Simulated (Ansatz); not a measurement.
## C4H7NSi, SMILES C=CC([SiH3])C#N: a single point in a Gaussian basis

Run with the Ansatz DFT code, driven from Python.

`energy_c4h7nsi.py`:
```python
"""Single point of C4H7NSi in a Gaussian basis."""

from pathlib import Path
import warnings

import ansatz
import numpy as np

GEOMETRY = """
C     1.85930   -1.02090   -0.35380
C     0.86400   -0.23250   -0.78770
C    -0.05480    0.66040    0.03610
Si   -1.86940    0.13710   -0.03170
C     0.36390    0.79820    1.44480
N     0.69610    0.92060    2.55110
H     2.12250   -1.12090    0.69590
H     2.45100   -1.60080   -1.05780
H     0.69570   -0.19980   -1.86600
H    -0.00260    1.65850   -0.41860
H    -2.07740   -1.20260    0.57860
H    -2.31630    0.07140   -1.44970
H    -2.73200    1.13140    0.65870
"""


def main() -> None:
    warnings.simplefilter("ignore", ansatz.DeckWarning)

    geometry = ansatz.Crystal.molecule()
    for line in GEOMETRY.strip().splitlines():
        symbol, *xyz = line.split()
        geometry = geometry.atom(symbol, [float(v) for v in xyz])

    setup = geometry.calculation().basis(gaussian="def2-SVP").functional("CAM-B3LYP").forces().orbitals()
    outcome = setup.run(runs_dir="c4h7nsi_runs")
    report = outcome.report

    for key in ("converged", "free_energy_ev", "reference_energy_ev", "n_frozen", "n_occupied", "n_virtual"):
        print(f"{key:22s} {report[key]}")

    state = report["mean_field"]["state"]
    print(f"mean field: {state['energy']['hartree']:.7f} Ha, <S^2> = {abs(state['spin_squared']):.4f}, stability: {state.get('stability', {}).get('kind')}")

    symbols = [site.symbol for site in geometry.cartesian_sites]
    forces = np.array(report["forces_ev_ang"])
    print("largest force", round(float(np.linalg.norm(forces, axis=1).max()), 4), "eV/A, rms", round(float(np.sqrt((forces ** 2).mean())), 4))

    charges = report["charge_distribution"]
    dipole = np.array(charges["dipole_moment_e_ang"]) * 4.803205
    print("dipole (D): {:.3f} {:.3f} {:.3f}, length {:.3f}".format(*dipole, np.linalg.norm(dipole)))
    print("atom  Mulliken   Lowdin")
    for symbol, m, l in zip(symbols, charges["mulliken_charges_e"], charges["lowdin_charges_e"]):
        print(f"{symbol:4s} {m:9.3f} {l:8.3f}")

    lines = Path(report["orbitals_path"]).read_text().splitlines()
    field_of = lambda key: [line.split("=")[1].strip() for line in lines if line.startswith(key)]
    orbitals = [(27.211386 * float(e), s, float(n)) for e, s, n in zip(field_of("Ene="), field_of("Spin="), field_of("Occup="))]
    homo = max(e for e, _, n in orbitals if n > 0.5)
    lumo = min(e for e, _, n in orbitals if n < 0.5)
    print(f"HOMO {homo:.3f} eV, LUMO {lumo:.3f} eV, gap {lumo - homo:.3f} eV")


if __name__ == "__main__":
    main()
```

`python energy_c4h7nsi.py` gives:
```text
converged              True
free_energy_ev         -13618.403190874718
reference_energy_ev    -13618.403190874718
n_frozen               0
n_occupied             [26, 26]
n_virtual              [97, 97]
mean field: -500.4670864 Ha, <S^2> = 0.0000, stability: minimum
largest force 1.0238 eV/A, rms 0.3482
dipole (D): -0.755 -0.351 -3.430, length 3.530
atom  Mulliken   Lowdin
C       -0.008    0.022
C       -0.081   -0.032
C       -0.151   -0.124
Si       0.460    0.388
C       -0.255   -0.231
N        0.073    0.113
H        0.040    0.009
H        0.035    0.009
H        0.026    0.021
H        0.084    0.047
H       -0.066   -0.070
H       -0.084   -0.079
H       -0.072   -0.073
HOMO -9.101 eV, LUMO 0.897 eV, gap 9.998 eV
```

What to keep in mind:
- Total energies depend on the basis set; only differences at equal settings carry meaning.
- The geometry is a force-field or estimated start, not a minimum of this method, and the basis set is short of its limit.
- The Löwdin charges here are taken after orthogonalising the functions within each atom; they differ from plain Löwdin charges, and their signs can be unphysical.
- Levels such as HOMO and LUMO are orbital energies: with these approximate functionals they aren't the ionisation energy and electron affinity, and their gap isn't the fundamental gap.
- Timing: 7.8 s on 1 thread of Arm Neoverse V1 (shared host), peak memory 0.38 GiB.
